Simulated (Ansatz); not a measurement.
This script drives Ansatz 0.2.0 through its Python package.

The script, `albclh7si2_spin.py`:
```python
# -*- coding: utf-8 -*-
"""Gap between spin states of AlBClH7Si2 at one geometry."""

import ansatz


def main():
    molecule = (
        ansatz.Crystal.molecule()
        .atom("Si", (-1.3492, 0.6258, 1.2525))
        .atom("Si", (0.7459, 0.0823, 1.0553))
        .atom("B", (0.9264, -1.1472, -0.4391))
        .atom("Al", (0.6037, -0.5238, -2.3525))
        .atom("Cl", (-0.1594, 1.5253, -2.7359))
        .atom("H", (-1.5564, 1.6156, 2.3678))
        .atom("H", (-2.184, -0.5299, 1.4767))
        .atom("H", (-1.7968, 1.3417, -0.0077))
        .atom("H", (1.1877, -0.5504, 2.3421))
        .atom("H", (1.5696, 1.284, 0.8374))
        .atom("H", (1.3502, -2.2417, -0.2089))
        .atom("H", (0.7393, -1.5369, -3.5537))
    )

    job = (
        molecule.calculation()
        .basis(gaussian="def2-SVP")
        .functional("r2scan0")
    )
    found = {}
    for unpaired in [0, 2]:
        r = job.spin("collinear", total=unpaired).run().report
        s = unpaired / 2
        found[unpaired] = r["free_energy_ev"]
        print(f"2S+1 = {unpaired + 1}: E = {found[unpaired]:.5f} eV, <S^2> = {abs(r['mean_field']['state']['spin_squared']):.3f} (pure state {s * (s + 1):.2f})")
    lowest = min(found, key=found.get)
    for unpaired, e in found.items():
        print(f"multiplicity {unpaired + 1}: {96.485332 * (e - found[lowest]):.1f} kJ/mol above the lowest")


if __name__ == "__main__":
    main()
```

It is started by `python albclh7si2_spin.py`. Estimate its wall time and peak memory on 1 thread of Arm Neoverse N1 (shared host).

It took about 100 s, with a peak of 0.54 GiB, for 2 runs of the engine.

```console
$ python albclh7si2_spin.py
2S+1 = 1: E = -35649.50156 eV, <S^2> = 0.000 (pure state 0.00)
2S+1 = 3: E = -35648.04964 eV, <S^2> = 2.012 (pure state 2.00)
multiplicity 1: 0.0 kJ/mol above the lowest
multiplicity 3: 140.1 kJ/mol above the lowest
```

In order: multiplicity 1 (+0.00 eV) and multiplicity 3 (+1.45 eV), all at the one geometry.

Total energies depend on the basis set; only differences at equal settings carry meaning. The geometry is a force-field or estimated start, not a minimum of this method, and the basis set is short of its limit. All parts are taken at fixed geometry, without zero-point energy.
